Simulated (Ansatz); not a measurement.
# C2H9NSi: the cost of one run

Program: Ansatz 0.2.0. Level of theory: RKS PBE0-D4/6-31G. These are calculated values, not measurements.

## Step 1: The starting structure

Bond lengths: Si1–N2 1.820 Å, N2–C3 1.470 Å, C3–H4 1.110 Å, C3–H5 1.110 Å, C3–H6 1.110 Å, N2–C7 1.470 Å, C7–H8 1.110 Å, C7–H9 1.110 Å, C7–H10 1.110 Å, Si1–H11 1.460 Å, Si1–H12 1.459 Å, Si1–H13 1.459 Å. Angles (14 of 21 angles, heavy atoms first): Si1–N2–C3 120.0°, Si1–N2–C7 120.0°, C3–N2–C7 120.0°, N2–Si1–H11 109.5°, N2–Si1–H12 109.5°, N2–Si1–H13 109.5°, N2–C3–H4 109.5°, N2–C3–H5 109.5°, N2–C3–H6 109.5°, N2–C7–H8 109.5°, N2–C7–H9 109.5°, N2–C7–H10 109.5°, H11–Si1–H12 109.5°, H11–Si1–H13 109.5°.

Coordinates:

```xyz
13

Si    0.0000    0.0000    0.0000
N     0.0000    0.0000    1.8200
C    -1.2162   -0.3762    2.5550
H    -1.8642   -0.9999    1.9045
H    -0.9378   -0.9533    3.4614
H    -1.7663    0.5401    2.8549
C     1.2162    0.3762    2.5550
H     1.4641   -0.4163    3.2916
H     2.0585    0.4943    1.8418
H     1.0457    1.3351    3.0874
H     1.3768    0.0000   -0.4862
H    -0.6877    1.1914   -0.4862
H    -0.6877   -1.1914   -0.4862
```

## Step 2: Preparing the start

input.yaml reads:

```yaml
crystal:
  periodic: [false, false, false]
  atoms:
    - { symbol: Si, position_ang: [0.0, 0.0, 0.0] }
    - { symbol: "N", position_ang: [0.0, 0.0, 1.82] }
    - { symbol: C, position_ang: [-1.2162, -0.3762, 2.555] }
    - { symbol: H, position_ang: [-1.8642, -0.9999, 1.9045] }
    - { symbol: H, position_ang: [-0.9378, -0.9533, 3.4614] }
    - { symbol: H, position_ang: [-1.7663, 0.5401, 2.8549] }
    - { symbol: C, position_ang: [1.2162, 0.3762, 2.555] }
    - { symbol: H, position_ang: [1.4641, -0.4163, 3.2916] }
    - { symbol: H, position_ang: [2.0585, 0.4943, 1.8418] }
    - { symbol: H, position_ang: [1.0457, 1.3351, 3.0874] }
    - { symbol: H, position_ang: [1.3768, 0.0, -0.4862] }
    - { symbol: H, position_ang: [-0.6877, 1.1914, -0.4862] }
    - { symbol: H, position_ang: [-0.6877, -1.1914, -0.4862] }
basis:
  gaussian: { orbitals: "6-31G" }
hamiltonian:
  xc: pbe0
  dispersion: d4
relax:
  f_tol: 0.02
  max_steps: 40
```

Launch:

```
> ansatz run input.yaml --threads 1 --pin off --max-ram 2048MiB --backend cpu --events-out ev --progress --plain --runs-dir out
```

**Question.** How long does this run take on 1 thread of Intel Xeon at 2.60GHz (Ice Lake), shared host, and how much memory does it need?

About 23 s, with a peak of 0.15 GiB.
